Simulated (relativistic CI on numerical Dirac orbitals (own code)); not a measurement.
# In²³⁺: E1 transition arrays

Aim: all E1 lines from the first configuration of In²³⁺, summed into arrays with their mean energies and widths.

Method: Dirac-Coulomb-Breit CI, KLI orbitals optimised for each configuration, model QED (radiative potential, 1s self-energy scaled to tabulated hydrogen-like ionisation energies), valence Slater integrals scaled by 0.9, whole transition arrays. Code: relativistic CI on numerical Dirac orbitals (own code) version 3.

## Step 1: The system

* ion: In²³⁺ (In XXIV)
* nuclear charge: 49
* electrons: 26
* isotope: A = 115
* configurations: [Ar] 3d8; [Ar] 3d7 4f; [Ne] 3s2 3p5 3d9; [Ar] 3d7 4p; [Ar] 3d7 5f

The outer shells:

[Ar] 3d8
```
[Ar] core
3d [↑↓][↑↓][↑↓][↑ ][↑ ]
```

## Step 2: Main run

Settings of the run:

```ini
atom In  Z=49  charge=23  electrons=26
nucleus A=115  rms_radius_fm=4.6156
hamiltonian dirac-coulomb  breit=on  qed=on  c_scale=1
orbitals kli  potential=per-configuration
slater_scale 0.9
correlation none
mixing on
configurations
  [Ar] 3d8
  [Ar] 3d7 4f
  [Ne] 3s2 3p5 3d9
  [Ar] 3d7 4p
  [Ar] 3d7 5f
end
arrays E1 from the first configuration
```

The program writes no log. Results of the run, from its result record (rounded, main fields):

```text
{
  "status": "converged",
  "arrays [upper, lines, gf_sum, mean_eV, sigma_eV, strongest_nm]": [
    ["3p6 3d7 4f", 721, 229.5, 687.793, 6.393, 1.786],
    ["3p5 3d9", 60, 16.69, 228.418, 17.94, 4.973],
    ["3p6 3d7 4p", 466, 16.5, 526.566, 5.865, 2.364],
    ["3p6 3d7 5f", 721, 90.57, 867.563, 7.033, 1.428]
  ],
  "bins [nm, gf per state]": [
    [1.45, 2.002],
    [1.55, 2.238e-06],
    [1.65, 0],
    [1.75, 2.782],
    [1.85, 2.317],
    [1.95, 0.0003135],
    [2.05, 0],
    [2.15, 0],
    [2.25, 0.01115],
    [2.35, 0.343],
    [2.45, 0.01251],
    [2.55, 1.668e-05],
    [2.65, 0],
    [2.75, 0],
    [2.85, 0],
    [2.95, 0],
    [3.05, 0],
    [3.15, 0],
    [3.25, 0],
    [3.35, 0],
    [3.45, 0],
    [3.55, 0],
    [3.65, 0],
    [3.75, 0],
    [3.85, 0],
    [3.95, 0],
    [4.05, 0],
    [4.15, 0],
    [4.25, 0],
    [4.35, 0],
    [4.45, 0],
    [4.55, 0],
    [4.65, 0.000608],
    [4.75, 0.002656],
    [4.85, 0.02502],
    [4.95, 0.07614],
    [5.05, 0.014],
    [5.15, 0.01871]
  ],
  "bin_width [nm]": 0.1,
  "all_arrays": [1968, 353.235, 704.649, 138.719, 1.786],
  "strongest [nm, gf, J2_lower, J2_upper, upper]": [
    [1.786, 15.23, 8, 10, "3p6 3d7 4f"],
    [1.7944, 11.85, 6, 8, "3p6 3d7 4f"],
    [1.7922, 9.737, 4, 6, "3p6 3d7 4f"],
    [1.792, 8.735, 8, 10, "3p6 3d7 4f"],
    [1.8073, 8.327, 8, 8, "3p6 3d7 4f"],
    [1.7982, 6.611, 8, 8, "3p6 3d7 4f"],
    [1.8015, 5.622, 4, 6, "3p6 3d7 4f"],
    [1.8088, 5.157, 8, 10, "3p6 3d7 4f"],
    [1.7946, 4.994, 4, 6, "3p6 3d7 4f"],
    [1.8103, 4.907, 0, 2, "3p6 3d7 4f"],
    [1.7951, 4.74, 8, 10, "3p6 3d7 4f"],
    [1.7961, 4.327, 6, 6, "3p6 3d7 4f"]
  ],
  "configurations [conf, odd, states]": [
    ["3p6 3d8", 0, 45],
    ["3p6 3d7 4f", 1, 1680],
    ["3p5 3d9", 1, 60],
    ["3p6 3d7 4p", 1, 720],
    ["3p6 3d7 5f", 1, 1680]
  ]
}
```

It took 0.32 s on 1 thread, shared host.

## Step 3: Without configuration mixing

Settings: those of step 2 with these lines changed.

```diff
@@ -6,3 +6,3 @@
 correlation none
-mixing on
+mixing off
 configurations
```

Results of the run, cut to the lines that bear on the results:

```text
{
  "status": "converged",
  "arrays [upper, lines, gf_sum, mean_eV, sigma_eV, strongest_nm]": [
    ["3p6 3d7 4f", 721, 244, 688.464, 6.525, 1.784],
    ["3p5 3d9", 60, 18.43, 229.324, 18.06, 4.952],
    ["3p6 3d7 4p", 466, 14.84, 526.659, 5.898, 2.364],
    ["3p6 3d7 5f", 721, 68.88, 866.823, 7.037, 1.428]
  ],
  "bins [nm, gf per state]": [
    [1.45, 1.522],
    [1.55, 1.109e-06],
    [1.65, 0],
    [1.75, 3.124],
    [1.85, 2.297],
    [1.95, 0.0003238],
    [2.05, 0],
    [2.15, 0],
    [2.25, 0.01045],
    [2.35, 0.3093],
    [2.45, 0.01009],
    [2.55, 1.37e-05],
    [2.65, 0],
    [2.75, 0],
    [2.85, 0],
    [2.95, 0],
    [3.05, 0],
    [3.15, 0],
    [3.25, 0],
    [3.35, 0],
    [3.45, 0],
    [3.55, 0],
    [3.65, 0],
    [3.75, 0],
    [3.85, 0],
    [3.95, 0],
    [4.05, 0],
    [4.15, 0],
    "... 13 more rows left out ..."
  ],
  "bin_width [nm]": 0.1,
  "all_arrays": [1968, 346.141, 692.568, 136.829, 1.78433],
  "strongest [nm, gf, J2_lower, J2_upper, upper]": [
    [1.7843, 17.62, 8, 10, "3p6 3d7 4f"],
    [1.7926, 13.09, 6, 8, "3p6 3d7 4f"],
    [1.7908, 12.42, 8, 10, "3p6 3d7 4f"],
    [1.7905, 11.22, 4, 6, "3p6 3d7 4f"],
    [1.806, 6.997, 8, 8, "3p6 3d7 4f"],
    [1.8003, 5.531, 4, 6, "3p6 3d7 4f"],
    [1.7958, 5.455, 6, 6, "3p6 3d7 4f"],
    [1.795, 5.441, 8, 8, "3p6 3d7 4f"],
    [1.7969, 5.232, 8, 8, "3p6 3d7 4f"],
    [1.8085, 5.217, 0, 2, "3p6 3d7 4f"],
    [1.7928, 4.968, 4, 6, "3p6 3d7 4f"],
    [1.808, 4.863, 8, 10, "3p6 3d7 4f"]
  ],
  "configurations [conf, odd, states]": [
    ["3p6 3d8", 0, 45],
    ["3p6 3d7 4f", 1, 1680],
    ["3p5 3d9", 1, 60],
    ["3p6 3d7 4p", 1, 720],
    ["3p6 3d7 5f", 1, 1680]
  ]
}
```

It took 0.32 s on 1 thread, shared host.

## Step 4: Slater integrals scaled by 1

Settings: those of step 3 with these lines changed.

```diff
@@ -4,5 +4,5 @@
 orbitals kli  potential=per-configuration
-slater_scale 0.9
+slater_scale 1
 correlation none
-mixing off
+mixing on
 configurations
```

Results of the run:

```text
{
  "status": "converged",
  "arrays [upper, lines, gf_sum, mean_eV, sigma_eV, strongest_nm]": [
    ["3p6 3d7 4f", 721, 230.1, 689.405, 6.828, 1.781],
    ["3p5 3d9", 60, 16.53, 228.774, 18.4, 4.957],
    ["3p6 3d7 4p", 466, 16.69, 526.752, 6.357, 2.365],
    ["3p6 3d7 5f", 721, 90.92, 868.268, 7.565, 1.427]
  ],
  "bins [nm, gf per state]": [
    [1.45, 2.007],
    [1.55, 5.105e-06],
    [1.65, 0],
    [1.75, 3.408],
    [1.85, 1.705],
    [1.95, 0.0003685],
    [2.05, 0],
    [2.15, 0.0001832],
    [2.25, 0.01289],
    [2.35, 0.3405],
    [2.45, 0.01731],
    [2.55, 3.188e-05],
    [2.65, 0],
    [2.75, 0],
    [2.85, 0],
    [2.95, 0],
    [3.05, 0],
    [3.15, 0],
    [3.25, 0],
    [3.35, 0],
    [3.45, 0],
    [3.55, 0],
    [3.65, 0],
    [3.75, 0],
    [3.85, 0],
    [3.95, 0],
    [4.05, 0],
    [4.15, 0],
    "... 10 more rows left out ..."
  ],
  "bin_width [nm]": 0.1,
  "all_arrays": [1968, 354.236, 706.158, 138.35, 1.78082],
  "strongest [nm, gf, J2_lower, J2_upper, upper]": [
    [1.7808, 15.79, 8, 10, "3p6 3d7 4f"],
    [1.79, 12.18, 6, 8, "3p6 3d7 4f"],
    [1.7885, 10.63, 8, 10, "3p6 3d7 4f"],
    [1.7873, 9.353, 4, 6, "3p6 3d7 4f"],
    [1.8044, 8.345, 8, 8, "3p6 3d7 4f"],
    [1.7946, 6.28, 8, 8, "3p6 3d7 4f"],
    [1.792, 6.244, 8, 8, "3p6 3d7 4f"],
    [1.7971, 5.745, 8, 6, "3p6 3d7 4f"],
    [1.7979, 5.725, 4, 6, "3p6 3d7 4f"],
    [1.8068, 4.921, 0, 2, "3p6 3d7 4f"],
    [1.7915, 4.918, 4, 6, "3p6 3d7 4f"],
    [1.8065, 4.809, 8, 10, "3p6 3d7 4f"]
  ],
  "configurations [conf, odd, states]": [
    ["3p6 3d8", 0, 45],
    ["3p6 3d7 4f", 1, 1680],
    ["3p5 3d9", 1, 60],
    ["3p6 3d7 4p", 1, 720],
    ["3p6 3d7 5f", 1, 1680]
  ]
}
```

Run time: 0.32 s. Hardware: 1 thread, shared host.

## Step 5: Slater integrals scaled by 0.8

Settings: those of step 4 with these lines changed.

```diff
@@ -4,3 +4,3 @@
 orbitals kli  potential=per-configuration
-slater_scale 1
+slater_scale 0.8
 correlation none
```

Results of the run:

```text
{
  "status": "converged",
  "arrays [upper, lines, gf_sum, mean_eV, sigma_eV, strongest_nm]": [
    ["3p6 3d7 4f", 721, 228.8, 686.186, 5.973, 1.791],
    ["3p5 3d9", 60, 16.85, 228.047, 17.51, 4.988],
    ["3p6 3d7 4p", 466, 16.31, 526.38, 5.386, 2.363],
    ["3p6 3d7 5f", 721, 90.22, 866.859, 6.52, 1.428]
  ],
  "bins [nm, gf per state]": [
    [1.45, 2.001],
    [1.55, 4.876e-07],
    [1.65, 0],
    [1.75, 2.065],
    [1.85, 3.02],
    [1.95, 0.000207],
    [2.05, 0],
    [2.15, 0],
    [2.25, 0.008399],
    [2.35, 0.345],
    [2.45, 0.009135],
    [2.55, 7.03e-06],
    [2.65, 0],
    [2.75, 0],
    [2.85, 0],
    [2.95, 0],
    [3.05, 0],
    [3.15, 0],
    [3.25, 0],
    [3.35, 0],
    [3.45, 0],
    [3.55, 0],
    [3.65, 0],
    [3.75, 0],
    [3.85, 0],
    [3.95, 0],
    [4.05, 0],
    [4.15, 0],
    "... 10 more rows left out ..."
  ],
  "bin_width [nm]": 0.1,
  "all_arrays": [1968, 352.233, 703.147, 139.093, 1.7911],
  "strongest [nm, gf, J2_lower, J2_upper, upper]": [
    [1.7911, 14.43, 8, 10, "3p6 3d7 4f"],
    [1.7986, 11.45, 6, 8, "3p6 3d7 4f"],
    [1.7971, 10.05, 4, 6, "3p6 3d7 4f"],
    [1.8101, 8.589, 8, 8, "3p6 3d7 4f"],
    [1.7994, 8.033, 4, 6, "3p6 3d7 4f"],
    [1.7997, 6.982, 8, 10, "3p6 3d7 4f"],
    [1.8046, 6.145, 8, 6, "3p6 3d7 4f"],
    [1.7974, 5.86, 8, 10, "3p6 3d7 4f"],
    [1.8111, 5.496, 8, 10, "3p6 3d7 4f"],
    [1.8022, 5.399, 8, 8, "3p6 3d7 4f"],
    [1.805, 5.177, 4, 6, "3p6 3d7 4f"],
    [1.8012, 5.078, 8, 8, "3p6 3d7 4f"]
  ],
  "configurations [conf, odd, states]": [
    ["3p6 3d8", 0, 45],
    ["3p6 3d7 4f", 1, 1680],
    ["3p5 3d9", 1, 60],
    ["3p6 3d7 4p", 1, 720],
    ["3p6 3d7 5f", 1, 1680]
  ]
}
```

Wall time 0.32 s (1 thread, shared host).

## Step 6: The runs side by side

The array to 3p6 3d7 4f, the strongest of the main run, in each run:

| run | time | mean (eV) | width (eV) | gf sum | strongest line (nm) | strongest array of the run |
| --- | --- | --- | --- | --- | --- | --- |
| main run | 0.32 s | 687.79 | 6.39 | 229.5 | 1.786 | 3p6 3d7 4f |
| without configuration mixing | 0.32 s | 688.46 | 6.52 | 244.0 | 1.784 | 3p6 3d7 4f |
| Slater integrals scaled by 1 | 0.32 s | 689.41 | 6.83 | 230.1 | 1.781 | 3p6 3d7 4f |
| Slater integrals scaled by 0.8 | 0.32 s | 686.19 | 5.97 | 228.8 | 1.791 | 3p6 3d7 4f |

## Step 7: Outcome

| quantity | value |
| --- | --- |
| strongest array, main run | to 3p6 3d7 4f, 721 lines |
| its mean and width | 687.8 ± 6.4 eV (1.80 nm) |
| its share of all gf | 65 % |
| lines in all | 1968 |

In words: Most strength, 65 %, lies in the array to 3p6 3d7 4f near 1.80 nm. Configuration mixing moves its mean by -0.67 eV and changes its gf sum by -6 %. All levels of the first configuration count with their statistical weight; no plasma population is modelled.
